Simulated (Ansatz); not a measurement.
A run of Ansatz 0.2.0 is set up as follows.

The input input.yaml:

```yaml
crystal:
  lattice:
    - [6.85876, 0.0, -0.01491]
    - [0.0, 4.22865, 0.0]
    - [-3.37519, 0.0, 7.28194]
  atoms:
    - { symbol: H, position: [0.22549, 0.75, 0.5073] }
    - { symbol: H, position: [0.77451, 0.25, 0.4927] }
    - { symbol: Pb, position: [0.30229, 0.25, 0.28494] }
    - { symbol: Pb, position: [0.69771, 0.75, 0.71506] }
    - { symbol: "N", position: [0.21484, 0.75, 0.83567] }
    - { symbol: "N", position: [0.78516, 0.25, 0.16433] }
    - { symbol: O, position: [0.33078, 0.75, 0.45338] }
    - { symbol: O, position: [0.40909, 0.75, 0.86901] }
    - { symbol: O, position: [0.15508, 0.75, 0.96537] }
    - { symbol: O, position: [0.07083, 0.75, 0.66955] }
    - { symbol: O, position: [0.66922, 0.25, 0.54661] }
    - { symbol: O, position: [0.59091, 0.25, 0.13099] }
    - { symbol: O, position: [0.84492, 0.25, 0.03463] }
    - { symbol: O, position: [0.92917, 0.25, 0.33045] }
hamiltonian:
  xc: pbe
  pseudopotentials: { kind: paw }
kpoints:
  mp_grid: { grid: [5, 6, 4] }
scf:
  occupations: { method: fermi_dirac, width: 0.05 }
output:
  forces: true
  stress: true
  eigenvalues: true
  bader: true
  populations: true
```

Potentials or basis: Ansatz PAW.

The run is started by

```console
$ ansatz run input.yaml --threads 8 --pin off --max-ram 20480MiB --backend cpu --events-out ev --progress --plain --runs-dir out
```

Problem. What does it give for the Bader charges?

Solution. H +0.59; Pb +1.45; N +0.84; O -1.21, -0.52, -0.57 e.

Problem. What does it give for the band gap on the k mesh?

Solution. 3.08 eV, indirect (least direct gap 3.29 eV).

Problem. Estimate the pressure.

Solution. 0.0 GPa.

Forces on the atoms (eV/Å):
```
H    0.001  0.000  0.000
H   -0.001  0.000  0.000
Pb  -0.002  0.000  0.001
Pb   0.002  0.000 -0.001
N    0.004  0.000  0.003
N   -0.004  0.000 -0.003
O    0.000  0.000  0.000
O   -0.001  0.000 -0.001
O   -0.002  0.000 -0.003
O   -0.003  0.000  0.002
O    0.000  0.000  0.000
O    0.001  0.000  0.001
O    0.002  0.000  0.003
O    0.003  0.000 -0.002
```

Caveat: odd divisions of the mesh miss points on the zone boundary, where band edges often lie, so the gap on the mesh can be too wide; the pressure holds a Pulay correction of +0.6 GPa for the finite cutoff; spin-orbit coupling is left out, which as a rule narrows the gap of such compounds by several tenths of an eV. A k mesh can miss the band edges.
